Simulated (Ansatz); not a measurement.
# GeAs+ (triplet): from Hartree-Fock to the top rungs, cc-pVDZ, part 2 of 2

Ansatz 0.2.0, Gaussian basis; cc-pVDZ, core rule «outside noble gas», up to 28 orbitals frozen.

### Step 8. CCSDT(Q) on UHF

in.yaml reads:

```yaml
crystal:
  periodic: [false, false, false]
  atoms:
    - {symbol: Ge, position_ang: [0.000000, 0.000000, 0.000000]}
    - {symbol: As, position_ang: [0.000000, 0.000000, 2.416100]}
basis:
  gaussian: {orbitals: cc-pVDZ}
total_charge: 1
magnetization: {spin_polarized: true, initial_magnetization: 2}
correlation: {method: ccsdt_q, electrons: outside_noble_gas}
```

Command:

```bash
> ansatz run in.yaml --threads 1 --pin off --events-out ev --progress --plain --max-ram 2393MiB
```

Standard output, shortened:

```text
Functional definition: HF
  name "HF"
  cite "Fock, Z. Phys. 61, 126 (1930) doi:10.1007/BF01340294"
  parent pbe
[...]
1048 factors; integrals over basis functions are off by at most 1.3e-7 eV
[...]
mean field -117259.95539766 eV, -4309.2238792116 hartree, gradient 1.3e-6 eV, S^2 2.014645; 19 other end points of the search recorded, 0 dependent functions left out
determinant -117259.95539766 eV, -4309.2238792116 hartree, with singles and doubles -117263.93890044 eV, -4309.3702702385 hartree
determinant -117259.44942937 eV, -4309.2052852200 hartree, with singles and doubles -117263.31463536 eV, -4309.3473289199 hartree
determinant -117259.05291449 eV, -4309.1907135668 hartree, with singles and doubles -117263.18555366 eV, -4309.3425852551 hartree
determinant -117258.82534034 eV, -4309.1823503709 hartree, with singles and doubles -117263.30756747 eV, -4309.3470691798 hartree
[...]
determinant -117258.22406356 eV, -4309.1602538571 hartree, with singles and doubles -117261.60550590 eV, -4309.2845195709 hartree
determinant -117257.39208236 eV, -4309.1296791119 hartree, with singles and doubles -117261.08942522 eV, -4309.2655539557 hartree
determinant -117256.65654795 eV, -4309.1026487208 hartree, with singles and doubles -117260.48506378 eV, -4309.2433440823 hartree
28 core orbitals not correlated: weight in the atoms' cores, before any rotation towards them, 1.000 or more for the frozen orbitals, at most 0.000 for the correlated occupied ones
reference -117259.95539766 eV, -4309.2238792116 hartree; 5, 3 occupied and 21, 23 virtual orbitals, 1048 factors
second order -3.13275334 eV of doubles, -0.00000000 eV of singles
cycle   1  -3.69542903 eV  change   -5.6e-1 eV  update   9.1e-2
[...]
cycle  16  -4.17083160 eV  change    6.9e-7 eV  update   7.2e-7
perturbative correction -0.01115644 eV, -0.0004099916 hartree
Total energy: -117264.13738570 eV, -4309.3775644375 hartree
```

Run time: 55 s. Hardware: 1 thread of Arm Neoverse V1, shared host.

From the report: ⟨S²⟩ of the determinant 2.015 (pure triplet: 2.00); correlation -4.1820 eV; T1 0.035; largest double amplitude 0.09.

### Step 9. CASSCF and MRCISD+Q, 8 electrons in 8 orbitals

in.yaml reads:

```yaml
crystal:
  periodic: [false, false, false]
  atoms:
    - {symbol: Ge, position_ang: [0.000000, 0.000000, 0.000000]}
    - {symbol: As, position_ang: [0.000000, 0.000000, 2.416100]}
basis:
  gaussian: {orbitals: cc-pVDZ}
total_charge: 1
magnetization: {spin_polarized: false, initial_magnetization: 2}
correlation: {method: fic_mrcisd_q, electrons: outside_noble_gas, active_space: {window: {electrons: 8, orbitals: 8}, shells: [{species: As, l: s, shell: 4}, {species: As, l: p, shell: 4}, {species: Ge, l: s, shell: 4}, {species: Ge, l: p, shell: 4}]}}
```

Same command.

Standard output, shortened:

```text
Functional definition: HF
  name "HF"
  cite "Fock, Z. Phys. 61, 126 (1930) doi:10.1007/BF01340294"
  parent pbe
[...]
1048 factors; integrals over basis functions are off by at most 1.3e-7 eV
[...]
mean field -117259.84446745 eV, -4309.2198026013 hartree, gradient 1.3e-6 eV, S^2 2.000000; 12 other end points of the search recorded, 0 dependent functions left out
reference -117259.84446745 eV, -4309.2198026013 hartree; 33, 31 occupied and 21, 23 virtual orbitals, 1048 factors
state -117261.31898679 eV, -4309.2739901879 hartree
contracted CI cycle   1: correlation 0.00000000 eV, 0.0000000000 hartree, residual 1.06e1 eV
contracted CI cycle   2: correlation -2.55281755 eV, -0.0938143146 hartree, residual 2.09e0 eV
contracted CI cycle   3: correlation -2.64047230 eV, -0.0970355672 hartree, residual 3.87e-1 eV
contracted CI cycle   4: correlation -2.64362099 eV, -0.0971512795 hartree, residual 8.34e-2 eV
contracted CI cycle   5: correlation -2.64376773 eV, -0.0971566722 hartree, residual 1.94e-2 eV
contracted CI cycle   6: correlation -2.64377555 eV, -0.0971569594 hartree, residual 4.04e-3 eV
contracted CI cycle   7: correlation -2.64377588 eV, -0.0971569714 hartree, residual 8.60e-4 eV
contracted CI cycle   8: correlation -2.64377589 eV, -0.0971569720 hartree, residual 1.80e-4 eV
state -117261.31898679 eV, -4309.2739901879 hartree; corrected -117264.13980854 eV, -4309.3776534750 hartree
Total energy: -117264.13980854 eV, -4309.3776534750 hartree
Checks for a lower state left out: starts, orbital_swaps
```

Run time: 14 s. Hardware: 1 thread of Arm Neoverse V1, shared host.

From the report: 1,184 determinants; active occupations 1.99, 1.97, 1.92, 0.99, 0.99, 0.05, 0.05, 0.05.

### Step 10. CASSCF and NEVPT4(SD), 8 electrons in 8 orbitals

in.yaml reads:

```yaml
crystal:
  periodic: [false, false, false]
  atoms:
    - {symbol: Ge, position_ang: [0.000000, 0.000000, 0.000000]}
    - {symbol: As, position_ang: [0.000000, 0.000000, 2.416100]}
basis:
  gaussian: {orbitals: cc-pVDZ}
total_charge: 1
magnetization: {spin_polarized: false, initial_magnetization: 2}
correlation: {method: fic_nevpt4_sd, electrons: outside_noble_gas, active_space: {window: {electrons: 8, orbitals: 8}, shells: [{species: As, l: s, shell: 4}, {species: As, l: p, shell: 4}, {species: Ge, l: s, shell: 4}, {species: Ge, l: p, shell: 4}]}}
```

The command is unchanged.

Standard output, shortened:

```text
Functional definition: HF
  name "HF"
  cite "Fock, Z. Phys. 61, 126 (1930) doi:10.1007/BF01340294"
  parent pbe
[...]
1048 factors; integrals over basis functions are off by at most 1.3e-7 eV
[...]
mean field -117259.84446745 eV, -4309.2198026013 hartree, gradient 1.3e-6 eV, S^2 2.000000; 12 other end points of the search recorded, 0 dependent functions left out
reference -117259.84446745 eV, -4309.2198026013 hartree; 33, 31 occupied and 21, 23 virtual orbitals, 1048 factors
state -117261.31898679 eV, -4309.2739901879 hartree
state -117261.31898679 eV, -4309.2739901879 hartree; corrected -117264.08445125 eV, -4309.3756191322 hartree
Total energy: -117264.08445125 eV, -4309.3756191322 hartree
Checks for a lower state left out: starts, orbital_swaps
```

It took 14 s on 1 thread of Arm Neoverse V1, shared host.

From the report: 1,184 determinants; active occupations 1.99, 1.97, 1.92, 0.99, 0.99, 0.05, 0.05, 0.05.

### Step 11. CASSCF and NEVPT2, 8 electrons in 8 orbitals

in.yaml reads:

```yaml
crystal:
  periodic: [false, false, false]
  atoms:
    - {symbol: Ge, position_ang: [0.000000, 0.000000, 0.000000]}
    - {symbol: As, position_ang: [0.000000, 0.000000, 2.416100]}
basis:
  gaussian: {orbitals: cc-pVDZ}
total_charge: 1
magnetization: {spin_polarized: false, initial_magnetization: 2}
correlation: {method: sc_nevpt2, electrons: outside_noble_gas, active_space: {window: {electrons: 8, orbitals: 8}, shells: [{species: As, l: s, shell: 4}, {species: As, l: p, shell: 4}, {species: Ge, l: s, shell: 4}, {species: Ge, l: p, shell: 4}]}}
```

Launched as before.

Standard output, shortened:

```text
Functional definition: HF
  name "HF"
  cite "Fock, Z. Phys. 61, 126 (1930) doi:10.1007/BF01340294"
  parent pbe
[...]
1048 factors; integrals over basis functions are off by at most 1.3e-7 eV
[...]
mean field -117259.84446745 eV, -4309.2198026013 hartree, gradient 1.3e-6 eV, S^2 2.000000; 12 other end points of the search recorded, 0 dependent functions left out
reference -117259.84446745 eV, -4309.2198026013 hartree; 33, 31 occupied and 21, 23 virtual orbitals, 1048 factors
state -117261.31898679 eV, -4309.2739901879 hartree
state -117261.31898679 eV, -4309.2739901879 hartree; corrected -117263.50860408 eV, -4309.3544571391 hartree
Total energy: -117263.50860408 eV, -4309.3544571391 hartree
Checks for a lower state left out: starts, orbital_swaps
```

It took 13 s on 1 thread of Arm Neoverse V1, shared host.

From the report: 1,184 determinants; active occupations 1.99, 1.97, 1.92, 0.99, 0.99, 0.05, 0.05, 0.05.

### Step 12. Natural occupations

Natural occupations of the CASSCF valence state about the gap (report; correlated orbitals 1 to 8): 1.988, 1.967, 1.923, 0.991, 0.991, 0.047, 0.046, 0.046. The count of effectively unpaired electrons, Σ n²(2 − n)², is 2.05; a single determinant of this spin has 2.

### Step 13. All levels against the top one

The yardstick is UCCSDT(Q), where the cluster series has nearly closed. Rows without a time come out of other runs: HF, MP2 and CCSD of CCSD(T), CCSDT of CCSDT(Q), CASSCF and MRCISD of the multireference runs.

| method | energy from the lowest RHF (meV) | from UCCSDT(Q) (meV) | time |
| --- | --- | --- | --- |
| RHF | 0.0 | +4293.0 |  |
| UHF | -110.9 | +4182.1 |  |
| RMP2 | -3264.5 | +1028.5 |  |
| UMP2 | -3243.7 | +1049.3 |  |
| CISD | -3839.3 | +453.7 | 7.5 s |
| RCCSD | -4084.8 | +208.2 |  |
| UCCSD | -4094.2 | +198.8 |  |
| RCCSD(T) | -4238.3 | +54.7 | 20 s |
| UCCSD(T) | -4243.4 | +49.6 | 32 s |
| BCCD(T) | -4237.3 | +55.7 | 21 s |
| RCCSDT | -4276.1 | +16.9 |  |
| UCCSDT | -4281.8 | +11.2 |  |
| RCCSDT(Q) | -4286.0 | +7.0 | 30 s |
| UCCSDT(Q) | -4293.0 | 0 | 55 s |
| CASSCF valence | -1474.6 | +2818.4 |  |
| NEVPT2 valence | -3664.2 | +628.8 | 13 s |
| NEVPT4(SD) valence | -4240.1 | +52.9 | 14 s |
| MRCISD valence | -4118.4 | +174.6 |  |
| MRCISD+Q valence | -4295.4 | -2.4 | 14 s |

Among the levels timed on like hardware and quicker than the yardstick, those that no quicker one beats, quickest first: CISD (7.5 s, +453.7 meV); MRCISD+Q valence (14 s, -2.4 meV).

### Step 14. Summary of results

What follows sums up all 2 parts.

| quantity | value |
| --- | --- |
| UCCSDT(Q) below the RHF energy | -4.2930 eV |
| RMP2 from UCCSDT(Q) | +1028.5 meV |
| UMP2 from UCCSDT(Q) | +1049.3 meV |
| RCCSD from UCCSDT(Q) | +208.2 meV |
| RCCSD(T) from UCCSDT(Q) | +54.7 meV |
| UCCSD(T) from UCCSDT(Q) | +49.6 meV |
| RCCSDT(Q) from UCCSDT(Q) | +7.0 meV |
| NEVPT2 valence from UCCSDT(Q) | +628.8 meV |
| NEVPT4(SD) valence from UCCSDT(Q) | +52.9 meV |
| MRCISD+Q valence from UCCSDT(Q) | -2.4 meV |
| levels within 1 kcal/mol (43 meV) | RCCSDT, UCCSDT, RCCSDT(Q), MRCISD+Q valence |
| T1 diagnostic | 0.032 |
| effectively unpaired electrons | 2.05 |

In words: RCCSD(T) misses by +54.7 meV, 1.3 % of the correlation energy. One determinant dominates. Of the multireference levels listed MRCISD+Q valence comes nearest in total energy (-2.4 meV), which doesn't show that its space is the better one. These misses are within one basis, not against nature; the frozen cores of restricted and unrestricted runs differ, which can shift their rows.

MRCISD+Q valence reaches 2.4 meV from the reference in 14 s, where UCCSDT(Q) took 55 s; the quickest level in the cost chart, CISD, takes 7.5 s and misses by 453.7 meV.
